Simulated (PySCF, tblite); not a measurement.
# C₆H₁₂FGeN: geometry, infrared bands and NMR shifts

What infrared bands and NMR shifts should C₆H₁₂FGeN (`NC[C@@H]1CC(CF)=[CH][GeH2]1`) show?

Computed with tblite 0.8.0 and PySCF 2.14.0, with density-fitted response routines of our own, on a single molecule in the gas phase. Atoms are numbered from 0 throughout.

### 1 The starting structure

21 atoms, charge 0, multiplicity 1; geometry from: force field or distance geometry start.

Bonds of the start (Å): N0–C1 1.47, C1–C2 1.50, C2–C3 1.53, C3–C4 1.45, C4–C5 1.53, C5–F6 1.36, C4–C7 1.32, C7–Ge8 1.96, Ge8–C2 1.98, N0–H9 1.03, N0–H10 1.04, C1–H11 1.11, C1–H12 1.10, C2–H13 1.09, C3–H14 1.11, C3–H15 1.12, C5–H16 1.11, C5–H17 1.12, C7–H18 1.09, Ge8–H19 1.52, Ge8–H20 1.52.

### 2 Relaxing the molecule with GFN2-xTB

Job settings and geometry (Å):

```
{"job": {"kind": "relax", "xc": "GFN2-xTB", "basis": "xTB"}, "charge": 0, "multiplicity": 1}
N      2.817900     0.099300     0.798000
C      1.588500     0.468100     0.087300
C      0.897400    -0.781500    -0.375000
C     -0.364500    -0.323000    -1.106000
C     -1.373700     0.226800    -0.222000
C     -2.316600     1.347000    -0.674300
F     -3.169900     1.706900     0.316000
C     -1.461100    -0.260000     0.997000
Ge    -0.086800    -1.646400     1.110600
H      3.391200    -0.451800     0.146100
H      3.286400     0.949300     1.169700
H      0.930800     1.136300     0.679600
H      1.917300     1.014500    -0.813000
H      1.499900    -1.493600    -0.930100
H     -0.736900    -1.134300    -1.771100
H     -0.000500     0.521300    -1.745000
H     -1.736100     2.230900    -1.016700
H     -2.916900     0.975000    -1.546900
H     -2.157300     0.026100     1.783700
H      0.680000    -1.621700     2.423400
H     -0.698100    -2.972400     0.688300
```

Run with:

```console
> OMP_NUM_THREADS=1 python probes_run.py task.json out
```

This one command runs all jobs of the session in turn.

**Question.** This job is followed by: GFN2-xTB harmonic vibrations, gas phase; GIAO PBE0/pcSseg-1 NMR shielding, non-relativistic, gas phase. Predict these results of the whole session: strongest single infrared mode (GFN2-xTB); zero-point energy (GFN2-xTB); 13C shifts against TMS (PBE0/pcSseg-1); 1H shifts against TMS (PBE0/pcSseg-1, means over atoms taken as alike); 15N shifts against NH3 (PBE0/pcSseg-1); 19F shifts against CFCl3 (PBE0/pcSseg-1); 73Ge shifts against GeMe4 (PBE0/pcSseg-1).

The runs gave:

| quantity | value |
| --- | --- |
| strongest single infrared mode (GFN2-xTB) | 1922 cm⁻¹, 396 km/mol |
| zero-point energy (GFN2-xTB) | 103.5 kcal/mol |
| 13C shifts against TMS (PBE0/pcSseg-1) | 163.8, 124.3, 88.7, 47.6, 37.8, 36.6 ppm |
| 1H shifts against TMS (PBE0/pcSseg-1, means over atoms taken as alike) | 6.56, 5.31, 5.21, 5.18, 4.67, 3.30, 2.38, 2.23, 2.00, 1.77, 0.67 ppm |
| 15N shifts against NH3 (PBE0/pcSseg-1) | 48.5 ppm |
| 19F shifts against CFCl3 (PBE0/pcSseg-1) | -252.1 ppm |
| 73Ge shifts against GeMe4 (PBE0/pcSseg-1) | -103 ppm |

In words: The optimisation took 125 steps and gained 0.721 eV; among the close pairs (by a distance rule), C3–C4 changed most, from 1.450 to 1.509 Å. All 57 modes are real, so the xTB geometry is a minimum. The strongest single mode, at 1922 cm⁻¹, moves mainly H20. Unscaled tight-binding wavenumbers are off by several per cent, some by more. Its intensities can rank the bands wrongly. The most deshielded hydrogen is H18 (hydrogen on an alkene CH), at 6.56 ppm: a vinylic proton, deshielded by the sp2 carbon and the C=C anisotropy. At PBE0/pcSseg-1: The widest tensor belongs to Ge8: span 300 ppm, with a paramagnetic part of -1321 ppm. Spin-orbit coupling is left out, which matters for shieldings and couplings at and beside the heavy atoms.
